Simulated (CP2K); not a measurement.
HfIn4SiO6:

```
CELL_PARAMETERS angstrom
5.43134 0.00000 0.00000
-2.71529 4.70390 0.00000
-0.92829 -1.60769 7.40700
ATOMIC_POSITIONS crystal
Hf 0.78835 0.21165 0.00000
In 0.62175 0.37825 0.50000
In 0.45502 0.54498 0.00000
In 0.28407 0.71593 0.50000
In 0.95814 0.04186 0.50000
Si 0.12168 0.87832 0.00000
O 0.06219 0.11415 0.86666
O 0.88585 0.93781 0.13334
O 0.79490 0.53784 0.86663
O 0.46216 0.20510 0.13337
O 0.15352 0.62879 0.13333
O 0.37121 0.84648 0.86667
```

The cell was built by a generator and needn't be a form met in nature.

Base run:

| Item | Value |
| --- | --- |
| Program | CP2K 2026.2 |
| Functional | PBEsol |
| Potentials or basis | POTENTIAL_UZH Hf GTH-PBE-q12, In GTH-PBE-q13, Si GTH-PBE-q4, O GTH-PBE-q6; TZVP-MOLOPT-PBE-GTH basis |
| Density cutoff | 13606 eV |
| k mesh | 6 × 6 × 4 |
| Occupations | fermi-dirac, width 0.05 eV |
| Spin | no spin polarisation |

Its results: band gap on the k mesh none (metal or under the smearing width); pressure -4.0 GPa; largest force 0.336 eV/Å.

Q: The run is repeated on the same cell with these changes: functional from PBEsol to LDA. What comes out?

A: Band gap on the k mesh none (metal or under the smearing width); pressure -6.0 GPa; largest force 0.401 eV/Å.

LDA binds more tightly than PBEsol, so the same cell stands under less pressure.

Caveats: the potentials were made for another functional, which shifts forces and pressure; the basis of atomic orbitals isn't converged, which shifts pressures, moduli and gaps.

Not every run made on this cell is shown here.
